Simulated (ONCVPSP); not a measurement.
# An ONCV potential for Cr, from input to tests

Task: generate the file, and judge it by its errors in other configurations, its logarithmic derivatives, its ghosts and its cutoff.

Program: ONCVPSP 4.0.1. Reference atom: LDA (Perdew-Wang 92), scalar-relativistic, spherical and spin-unpolarised. All values are calculated.

## 1. Settings

The settings as typed:

| Property | Result |
| --- | --- |
| element | chromium (Cr, Z = 24) |
| type | optimised norm-conserving Vanderbilt (ONCV) |
| frozen core | [Ne] |
| valence charge | 14 |
| reference configuration | 3s2 3p6 3d5.5 4s0.5 |
| partial waves | 3s+4s: rc 1.75 bohr, ncon 5, nbas 8, qcut 5.3 1/bohr, 2 projectors; 3p: rc 1.00 bohr, ncon 4, nbas 9, qcut 8.9 1/bohr, 2 projectors, debl 1.8 Ha; 3d: rc 1.30 bohr, ncon 4, nbas 8, qcut 14 1/bohr, 2 projectors, debl 1 Ha |
| local potential | polynomial inside 0.70 bohr (lpopt 3, dvloc0 3 Ha) |
| core correction | not asked for |

The nodes and maxima of the atom's own shells, from an earlier all-electron run, set the scale for the radii.

All-electron outer shells of the reference configuration (LDA (PZ), scalar-relativistic, ld1.x):

```tsv
shell	level (eV)	outermost node (bohr)	outermost maximum (bohr)
2p	-558.88	–	0.20
3s	-72.22	0.36	0.78
3p	-44.06	0.33	0.80
4s	-3.91	1.13	2.78
3d	-2.14	–	0.85
4p	-0.96	1.26	4.04
```

## 2. The generation run

The input, Cr.dat:

```
# ATOM AND REFERENCE CONFIGURATION
# atsym  z   nc   nv     iexc    psfile
  Cr 24.00    3    4  -001012      upf
#
#   n    l    f
    1    0    2.00
    2    0    2.00
    2    1    6.00
    3    0    2.00
    3    1    6.00
    3    2    5.50
    4    0    0.50
#
# PSEUDOPOTENTIAL AND OPTIMIZATION
# lmax
    2
#
#   l,   rc,      ep,       ncon, nbas, qcut
    0    1.75    0.00    5    8    5.30
    1    1.00    0.00    4    9    8.90
    2    1.30    0.00    4    8   14.00
#
# LOCAL POTENTIAL
# lloc, lpopt,  rc(5),   dvloc0
    4    3    0.70    3.00
#
# VANDERBILT-KLEINMAN-BYLANDER PROJECTORs
# l, nproj, debl
    0    2    3.40
    1    2    1.80
    2    2    1.00
#
# MODEL CORE CHARGE
# icmod, fcfact, rcfact
    0    0.00    0.00
#
# LOG DERIVATIVE ANALYSIS
# epsh1, epsh2, depsh
   -4.00    5.00    0.02
#
# OUTPUT GRID
# rlmax, drl
    6.00    0.01
#
# TEST CONFIGURATIONS
# ncnf
    4
# nvcnf
#   n    l    f
    4
    3    0    2.00
    3    1    6.00
    3    2    5.00
    4    0    1.00
#
    4
    3    0    2.00
    3    1    6.00
    3    2    5.00
    4    0    0.00
#
    4
    3    0    2.00
    3    1    6.00
    3    2    4.00
    4    0    0.00
#
    4
    3    0    1.00
    3    1    6.00
    3    2    5.00
    4    0    1.00
#
```

Command:

```sh
oncvpsp.x < Cr.dat > Cr.out
```

Q: Predict the outcome of this session. Wanted: cutoffs for 1 and 0.1 mHa per electron, occupied waves; bound ghosts; GHOST(+) flags; configuration tests; largest phase difference near zero energy, channels read.

**Answer**, as computed:

| quantity | value |
| --- | --- |
| cutoffs for 1 and 0.1 mHa per electron, occupied waves | 65 Ha and 77 Ha |
| bound ghosts | none found |
| GHOST(+) flags | none at low energy |
| configuration tests | no usable energy difference |
| largest phase difference near zero energy, channels read | 0.000 rad |

In words: Of the tests 4 gave no usable energy difference, which is a warning in itself. The potential is hard: the looser tolerance needs 65 Ha. At the looser tolerance the 3d wave is the slowest; 3p needs 25 Ha. The program's ghost test flags no bound state. Near zero energy the phases of the channels with partial waves agree within 0.001 rad. All of this concerns the isolated atom, not yet a solid.
